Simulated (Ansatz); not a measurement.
**CH6CuN: an energy map over bond length C1–H6 and angle H6–C1–H4**

How does the energy of CH6CuN, SMILES [CH3][Cu-][NH3+] change over two coordinates at once? A grid of runs gives the map.

Method: RKS PBE0-D4/def2-SVP; program: Ansatz 0.2.0.

### Step 1. Where the work starts

SMILES `[CH3][Cu-][NH3+]`, 9 atoms, charge 0, spin multiplicity 1.

Atoms are counted from 1 here; the program's logs count them from 0.

Bond lengths: C1–Cu2 1.896 Å, C1–H4 1.113 Å, C1–H5 1.113 Å, C1–H6 1.113 Å, Cu2–N3 1.974 Å, N3–H7 1.032 Å, N3–H8 1.032 Å, N3–H9 1.032 Å. Angles: Cu2–C1–H4 112.0°, Cu2–C1–H5 111.3°, Cu2–C1–H6 111.8°, H4–C1–H5 107.1°, H4–C1–H6 107.2°, H5–C1–H6 107.1°, C1–Cu2–N3 179.3°, Cu2–N3–H7 111.8°, Cu2–N3–H8 112.7°, Cu2–N3–H9 112.4°, H7–N3–H8 106.5°, H7–N3–H9 106.5°, H8–N3–H9 106.5°.

As a file:

```mol
CH6CuN
  3D, bonds by distance, orders not assigned

  9  8  0  0  0  0  0  0  0  0999 V2000
   -0.8959    1.3324   -1.0470 C   0  0
   -0.0169    0.0092   -0.0125 Cu  0  0
    0.9211   -1.3599    1.0571 N   0  0
   -1.7573    0.9135   -1.6136 H   0  0
   -0.2051    1.7894   -1.7907 H   0  0
   -1.2893    2.1590   -0.4137 H   0  0
    1.9009   -1.4760    0.7550 H   0  0
    0.4808   -2.2904    0.9873 H   0  0
    0.9502   -1.1234    2.0610 H   0  0
  1  2  8  0
  1  4  8  0
  1  5  8  0
  1  6  8  0
  2  3  8  0
  3  7  8  0
  3  8  8  0
  3  9  8  0
M  END
```

This geometry comes from a loose relaxation at PBE in a small basis, which is not shown.

### Step 2. Geometry optimisation

The input, input.yaml:

```yaml
crystal:
  periodic: [false, false, false]
  atoms:
    - { symbol: C, position_ang: [-0.895858, 1.332437, -1.046963] }
    - { symbol: Cu, position_ang: [-0.016922, 0.009219, -0.012492] }
    - { symbol: "N", position_ang: [0.921145, -1.359945, 1.057053] }
    - { symbol: H, position_ang: [-1.75734, 0.913481, -1.613628] }
    - { symbol: H, position_ang: [-0.205118, 1.789435, -1.790664] }
    - { symbol: H, position_ang: [-1.289259, 2.158957, -0.413694] }
    - { symbol: H, position_ang: [1.900852, -1.476026, 0.754998] }
    - { symbol: H, position_ang: [0.480796, -2.290445, 0.987299] }
    - { symbol: H, position_ang: [0.950204, -1.123414, 2.060992] }
basis:
  gaussian: { orbitals: def2-SVP }
hamiltonian:
  xc: pbe0
  dispersion: d4
output:
  forces: true
relax:
  f_tol: 0.003
  max_steps: 120
```

Launch:

```sh
$ ansatz run input.yaml --threads 1 --pin off --max-ram 2560MiB --backend cpu --events-out ev --progress --plain --runs-dir out
```

Output, shortened:

```text
Warning: RAYON_NUM_THREADS=1 ignored (pool sized by the plan → 1); use --threads N
[...]
Functional definition: PBE0
[...]
1027 factors; integrals over basis functions are off by at most 3.7e-4 eV
[...]
mean field -47248.02890603 eV, -1736.3330364323 hartree, gradient 7.8e-5 eV, S^2 0.000000; 0 other end points of the search recorded, 0 dependent functions left out
[...]
reference -47248.02894906 eV, -1736.3330380135 hartree; 24, 24 occupied and 65, 65 virtual orbitals, 1027 factors
relax step   1: F+E_penalty+E_count = -47248.12542727 eV  Δ(F+E_penalty+E_count) = +0.000e0 eV  max|allowed force component| = 4.282e-1 eV/Å  Δτ_max = 0.0000 Å  (28 SCF iters, accepted)
[...]
relax step   4: F+E_penalty+E_count = -47248.13624392 eV  Δ(F+E_penalty+E_count) = -9.131e-5 eV  max|allowed force component| = 1.162e-2 eV/Å  Δτ_max = 0.0027 Å  (25 SCF iters, accepted)
[...]
relax step   5: F+E_penalty+E_count = -47248.13627252 eV  Δ(F+E_penalty+E_count) = -2.860e-5 eV  max|allowed force component| = 1.462e-3 eV/Å  Δτ_max = 0.0028 Å  (24 SCF iters, accepted)
1027 factors; integrals over basis functions are off by at most 3.4e-4 eV
mean field -47248.03984460 eV, -1736.3334384173 hartree, gradient 2.3e-5 eV, S^2 0.000000; 1 other end points of the search recorded, 0 dependent functions left out
[...]
reference -47248.03988765 eV, -1736.3334399993 hartree; 24, 24 occupied and 65, 65 virtual orbitals, 1027 factors
Total energy: -47248.13631556 eV, -1736.3369836599 hartree
Atom 0 at    -0.894481     1.334281    -1.048704 Å, force    -0.000988     0.001462    -0.001164 eV/Å
Atom 1 at    -0.002042     0.011637    -0.014994 Å, force     0.000619    -0.000524     0.000404 eV/Å
Atom 2 at     0.927019    -1.363913     1.060029 Å, force    -0.000319     0.000509    -0.000432 eV/Å
Atom 3 at    -1.750376     0.911794    -1.605318 Å, force     0.000310    -0.000117     0.000286 eV/Å
Atom 4 at    -0.221022     1.796925    -1.792541 Å, force    -0.000223    -0.000095     0.000203 eV/Å
Atom 5 at    -1.289717     2.150676    -0.417705 Å, force     0.000140    -0.000360    -0.000020 eV/Å
Atom 6 at     1.897112    -1.486785     0.765689 Å, force     0.000446    -0.000452     0.000251 eV/Å
Atom 7 at     0.475897    -2.276888     0.983990 Å, force    -0.000091    -0.000285     0.000090 eV/Å
Atom 8 at     0.946109    -1.124028     2.052454 Å, force     0.000106    -0.000138     0.000382 eV/Å
Dipole moment:     0.660167    -0.977565     0.763992 e Å
```

Wall time 43 s (1 thread of Arm Neoverse N1, shared host); peak memory 0.18 GiB.

Along the way:

```csv
step,energy from step 1 (eV),largest force component (eV/Å)
1,0.0000,0.4282
2,-0.0098,0.1312
3,-0.0107,0.0310
4,-0.0108,0.0116
5,-0.0108,0.0015
```

Close pairs (by a distance rule), those that changed most:

```csv
bond,before (Å),after (Å),change (Å)
N3–H9,1.032,1.021,-0.011
N3–H8,1.032,1.021,-0.011
N3–H7,1.032,1.021,-0.011
C1–H5,1.113,1.105,-0.008
C1–H6,1.113,1.105,-0.008
C1–H4,1.113,1.105,-0.008
C1–Cu2,1.896,1.901,+0.005
Cu2–N3,1.974,1.978,+0.003
```

### Step 3. The grid

- bond length C1–H6: 15 values from 0.950 to 1.547 Å
- angle H6–C1–H4: 15 values from 62.0 to 152.0 °

Nothing else is relaxed (all other coordinates rigid). Energies count from the relaxed molecule at the same level. Points are written as (first, second).

Of the runs on the grid, 3 are shown in the steps below; the others differ only in the two coordinates.

### Step 4. Point (1.249 Å, 74.9°)

The input, input.yaml:

```yaml
crystal:
  periodic: [false, false, false]
  atoms:
    - { symbol: C, position_ang: [-0.894481, 1.334281, -1.048704] }
    - { symbol: Cu, position_ang: [-0.002042, 0.011637, -0.014994] }
    - { symbol: "N", position_ang: [0.927019, -1.363913, 1.060029] }
    - { symbol: H, position_ang: [-1.750376, 0.911794, -1.605318] }
    - { symbol: H, position_ang: [-0.221022, 1.796925, -1.792541] }
    - { symbol: H, position_ang: [-1.884055, 2.000422, -0.678566] }
    - { symbol: H, position_ang: [1.897112, -1.486785, 0.765689] }
    - { symbol: H, position_ang: [0.475897, -2.276888, 0.98399] }
    - { symbol: H, position_ang: [0.946109, -1.124028, 2.052454] }
basis:
  gaussian: { orbitals: def2-SVP }
hamiltonian:
  xc: pbe0
  dispersion: d4
output:
  forces: true
```

Launch:

```sh
$ ansatz run input.yaml --threads 1 --pin off --max-ram 2560MiB --backend cpu --events-out ev --progress --plain --runs-dir out
```

Output, shortened:

```text
Warning: RAYON_NUM_THREADS=1 ignored (pool sized by the plan → 1); use --threads N
[...]
[... 1 set-up line as earlier in the session ...]
[...]
953 factors; integrals over basis functions are off by at most 1.1e-3 eV
[...]
mean field -47247.09818748 eV, -1736.2988331566 hartree, gradient 6.9e-5 eV, S^2 0.000000; 0 other end points of the search recorded, 0 dependent functions left out
[...]
reference -47247.09822958 eV, -1736.2988347035 hartree; 24, 24 occupied and 65, 65 virtual orbitals, 953 factors
Total energy: -47247.19478903 eV, -1736.3023831981 hartree
Atom 0 at    -0.894481     1.334281    -1.048704 Å, force    -3.343076     0.811206     0.591297 eV/Å
Atom 1 at    -0.002042     0.011637    -0.014994 Å, force    -0.251891     0.237862     0.229793 eV/Å
Atom 2 at     0.927019    -1.363913     1.060029 Å, force     0.004017     0.010882    -0.079281 eV/Å
Atom 3 at    -1.750376     0.911794    -1.605318 Å, force     0.666938    -1.469309    -1.129867 eV/Å
Atom 4 at    -0.221022     1.796925    -1.792541 Å, force    -0.450739     0.592264     0.180288 eV/Å
Atom 5 at    -1.884055     2.000422    -0.678566 Å, force     3.374340    -0.187719     0.207744 eV/Å
Atom 6 at     1.897112    -1.486785     0.765689 Å, force     0.004913    -0.009665     0.010656 eV/Å
Atom 7 at     0.475897    -2.276888     0.983990 Å, force     0.003007     0.000903     0.001876 eV/Å
Atom 8 at     0.946109    -1.124028     2.052454 Å, force    -0.007509     0.013578    -0.012507 eV/Å
Dipole moment:     0.675559    -1.060072     0.715766 e Å
```

It took 6.4 s on 1 thread of Arm Neoverse N1, shared host; peak memory 0.16 GiB.

Energy on the map's scale: 21.7 kcal/mol.

### Step 5. Grid point (1.334 Å, 119.9°)

input.yaml: that of step 4 with these lines changed.

```diff
@@ -8,3 +8,3 @@
     - { symbol: H, position_ang: [-0.221022, 1.796925, -1.792541] }
-    - { symbol: H, position_ang: [-1.884055, 2.000422, -0.678566] }
+    - { symbol: H, position_ang: [-1.086678, 2.34669, -0.201564] }
     - { symbol: H, position_ang: [1.897112, -1.486785, 0.765689] }
```

Launch:

```sh
$ ansatz run input.yaml --threads 1 --pin off --max-ram 2560MiB --backend cpu --events-out ev --progress --plain --runs-dir out
```

Output, shortened:

```text
Warning: RAYON_NUM_THREADS=1 ignored (pool sized by the plan → 1); use --threads N
[...]
[... 1 set-up line as earlier in the session ...]
[...]
952 factors; integrals over basis functions are off by at most 1.0e-3 eV
[...]
mean field -47247.35671768 eV, -1736.3083339659 hartree, gradient 5.6e-5 eV, S^2 0.000000; 0 other end points of the search recorded, 0 dependent functions left out
[...]
reference -47247.35676089 eV, -1736.3083355542 hartree; 24, 24 occupied and 65, 65 virtual orbitals, 952 factors
Total energy: -47247.45568040 eV, -1736.3119707790 hartree
Atom 0 at    -0.894481     1.334281    -1.048704 Å, force     0.487059     2.518456     2.281936 eV/Å
Atom 1 at    -0.002042     0.011637    -0.014994 Å, force     0.009684    -0.014187    -0.068670 eV/Å
Atom 2 at     0.927019    -1.363913     1.060029 Å, force    -0.004350     0.012812     0.015762 eV/Å
Atom 3 at    -1.750376     0.911794    -1.605318 Å, force    -0.396027     0.584173     0.450120 eV/Å
Atom 4 at    -0.221022     1.796925    -1.792541 Å, force     0.047345    -0.069072    -0.036314 eV/Å
Atom 5 at    -1.086678     2.346690    -0.201564 Å, force    -0.143376    -3.031453    -2.644712 eV/Å
Atom 6 at     1.897112    -1.486785     0.765689 Å, force    -0.002151     0.002002    -0.002949 eV/Å
Atom 7 at     0.475897    -2.276888     0.983990 Å, force    -0.001432     0.002377    -0.002501 eV/Å
Atom 8 at     0.946109    -1.124028     2.052454 Å, force     0.003248    -0.005109     0.007327 eV/Å
Dipole moment:     0.682837    -1.010752     0.750310 e Å
```

It took 6.9 s on 1 thread of Arm Neoverse N1, shared host; peak memory 0.17 GiB.

On the map this point reads 15.7 kcal/mol.

### Step 6. Point (1.121 Å, 107.0°)

input.yaml: that of step 5 with these lines changed.

```diff
@@ -8,3 +8,3 @@
     - { symbol: H, position_ang: [-0.221022, 1.796925, -1.792541] }
-    - { symbol: H, position_ang: [-1.086678, 2.34669, -0.201564] }
+    - { symbol: H, position_ang: [-1.29627, 2.162397, -0.408836] }
     - { symbol: H, position_ang: [1.897112, -1.486785, 0.765689] }
```

Launch:

```sh
$ ansatz run input.yaml --threads 1 --pin off --max-ram 2560MiB --backend cpu --events-out ev --progress --plain --runs-dir out
```

Output, shortened:

```text
Warning: RAYON_NUM_THREADS=1 ignored (pool sized by the plan → 1); use --threads N
[...]
[... 1 set-up line as earlier in the session ...]
[...]
952 factors; integrals over basis functions are off by at most 1.0e-3 eV
[...]
mean field -47248.03571180 eV, -1736.3332865400 hartree, gradient 1.9e-5 eV, S^2 0.000000; 0 other end points of the search recorded, 0 dependent functions left out
[...]
reference -47248.03575482 eV, -1736.3332881208 hartree; 24, 24 occupied and 65, 65 virtual orbitals, 952 factors
Total energy: -47248.13218724 eV, -1736.3368319468 hartree
Atom 0 at    -0.894481     1.334281    -1.048704 Å, force    -0.166685     0.340034     0.275939 eV/Å
Atom 1 at    -0.002042     0.011637    -0.014994 Å, force    -0.002427     0.005308     0.003726 eV/Å
Atom 2 at     0.927019    -1.363913     1.060029 Å, force    -0.000622     0.000783    -0.001493 eV/Å
Atom 3 at    -1.750376     0.911794    -1.605318 Å, force    -0.006535     0.008125     0.005305 eV/Å
Atom 4 at    -0.221022     1.796925    -1.792541 Å, force    -0.004416     0.013210     0.006728 eV/Å
Atom 5 at    -1.296270     2.162397    -0.408836 Å, force     0.180233    -0.366668    -0.291026 eV/Å
Atom 6 at     1.897112    -1.486785     0.765689 Å, force     0.000455    -0.000505     0.000325 eV/Å
Atom 7 at     0.475897    -2.276888     0.983990 Å, force    -0.000034    -0.000283     0.000145 eV/Å
Atom 8 at     0.946109    -1.124028     2.052454 Å, force     0.000030    -0.000004     0.000349 eV/Å
Dipole moment:     0.661747    -0.980576     0.762914 e Å
```

Wall time 6.6 s (1 thread of Arm Neoverse N1, shared host); peak memory 0.17 GiB.

That is 0.10 kcal/mol from the zero.

### Step 7. The map

225 points were computed. Energies in kcal/mol, from the relaxed molecule at the same level:

```
angle H6–C1–H4 (°) ↓, bond length C1–H6 (Å) →  0.950  0.993  1.035  1.078  1.121  1.163  1.206  1.249  1.291  1.334  1.376  1.419  1.462  1.504  1.547
                                        152.0   42.4   35.8   32.0   30.0   29.7   30.6   32.4   35.0   38.0   41.5   45.1   49.0   52.9   56.9   60.9
                                        145.6   34.8   28.3   24.4   22.5   22.3   23.2   25.1   27.8   30.9   34.4   38.1   42.1   46.2   50.2   54.4
                                        139.2   28.2   21.7   17.9   16.0   15.7   16.7   18.7   21.4   24.6   28.2   32.0   36.1   40.3   44.4   48.7
                                        132.8   22.6   16.1   12.3   10.5   10.3   11.3   13.3   16.1   19.3   23.0   26.9   31.0   35.3   39.5   43.9
                                        126.3   18.1   11.6    7.8    6.0    5.9    6.9    8.9   11.7   15.0   18.8   22.7   26.9   31.2   35.5   40.0
                                        119.9   14.9    8.4    4.7    2.9    2.7    3.8    5.8    8.6   11.9   15.7   19.6   23.9   28.2   32.6   37.1
                                        113.5   13.0    6.5    2.7    0.9    0.8    1.8    3.9    6.7   10.0   13.8   17.7   22.0   26.4   30.8   35.3
                                        107.0   12.4    5.9    2.1    0.3    0.1    1.1    3.2    6.0    9.3   13.0   17.0   21.2   25.6   30.0   34.5
                                        100.6   13.2    6.7    2.8    1.0    0.7    1.8    3.8    6.5    9.8   13.5   17.4   21.6   25.9   30.3   34.8
                                         94.2   15.4    8.8    4.9    3.0    2.7    3.7    5.6    8.3   11.5   15.2   19.0   23.2   27.4   31.7   36.2
                                         87.8   19.0   12.4    8.4    6.4    6.1    6.9    8.8   11.4   14.5   18.1   21.9   25.9   30.1   34.3   38.7
                                         81.3   24.2   17.4   13.4   11.3   10.9   11.7   13.4   15.9   18.9   22.4   26.0   30.0   34.0   38.1   42.3
                                         74.9   30.7   23.9   19.8   17.6   17.0   17.7   19.3   21.7   24.6   27.9   31.4   35.2   39.1   43.1   47.1
                                         68.5   38.8   31.9   27.6   25.3   24.6   25.1   26.6   28.9   31.6   34.7   38.1   41.7   45.5   49.2   53.1
                                         62.0   48.8   41.7   37.3   34.8   33.9   34.2   35.5   37.5   40.0   43.0   46.2   49.6   53.1   56.7   60.4
```

The dipole moment (D) at each point:

```
angle H6–C1–H4 (°) ↓, bond length C1–H6 (Å) →  0.950  0.993  1.035  1.078  1.121  1.163  1.206  1.249  1.291  1.334  1.376  1.419  1.462  1.504  1.547
                                        152.0   6.69   6.70   6.71   6.72   6.73   6.74   6.76   6.77   6.78   6.80   6.82   6.84   6.86   6.88   6.91
                                        145.6   6.66   6.67   6.68   6.69   6.70   6.72   6.73   6.75   6.77   6.79   6.81   6.84   6.86   6.89   6.92
                                        139.2   6.64   6.65   6.66   6.68   6.69   6.71   6.73   6.75   6.77   6.80   6.82   6.85   6.88   6.92   6.95
                                        132.8   6.63   6.65   6.66   6.68   6.70   6.72   6.74   6.76   6.79   6.82   6.85   6.88   6.92   6.96   7.00
                                        126.3   6.64   6.65   6.67   6.69   6.71   6.73   6.75   6.78   6.81   6.85   6.88   6.92   6.96   7.00   7.05
                                        119.9   6.65   6.66   6.68   6.70   6.72   6.75   6.78   6.81   6.84   6.88   6.92   6.96   7.01   7.05   7.11
                                        113.5   6.66   6.67   6.69   6.72   6.74   6.77   6.80   6.84   6.87   6.91   6.96   7.00   7.05   7.11   7.16
                                        107.0   6.67   6.69   6.71   6.73   6.76   6.79   6.83   6.86   6.90   6.95   6.99   7.05   7.10   7.16   7.22
                                        100.6   6.68   6.70   6.72   6.75   6.78   6.81   6.85   6.89   6.93   6.98   7.03   7.09   7.15   7.21   7.27
                                         94.2   6.69   6.71   6.74   6.77   6.80   6.83   6.87   6.91   6.96   7.01   7.07   7.12   7.19   7.25   7.32
                                         87.8   6.70   6.72   6.75   6.78   6.81   6.85   6.89   6.93   6.98   7.04   7.09   7.16   7.22   7.29   7.37
                                         81.3   6.71   6.73   6.75   6.78   6.82   6.85   6.90   6.95   7.00   7.06   7.12   7.18   7.25   7.33   7.41
                                         74.9   6.70   6.72   6.75   6.78   6.81   6.85   6.90   6.95   7.00   7.06   7.13   7.20   7.27   7.35   7.43
                                         68.5   6.69   6.71   6.73   6.76   6.80   6.84   6.89   6.94   6.99   7.06   7.12   7.20   7.28   7.36   7.45
                                         62.0   6.67   6.69   6.71   6.74   6.77   6.81   6.86   6.91   6.97   7.03   7.10   7.18   7.26   7.35   7.44
```

### Step 8. What came out

| quantity | value |
| --- | --- |
| lowest point | (1.121 Å, 107.0°), 0.10 kcal/mol |
| highest computed point | (1.547 Å, 152.0°), 60.8 kcal/mol above the lowest |
| dipole moment (D) | 6.63 at (0.950 Å, 132.8°) to 7.45 at (1.547 Å, 68.5°); 6.76 at the lowest point |
| time for the whole task | 27 min on 1 thread, shared host |

In words: The lowest computed point is at (1.121 Å, 107.0°), 0.10 kcal/mol from the relaxed molecule at the same level. The grid is coarse, so the lowest point of the scanned range may lie between grid points; coordinates that were held can hide deeper minima. The grid shows no well of another kind. The highest computed point, (1.547 Å, 152.0°), lies 60.8 kcal/mol above the lowest. Round the minimum the two coordinates are nearly uncoupled.
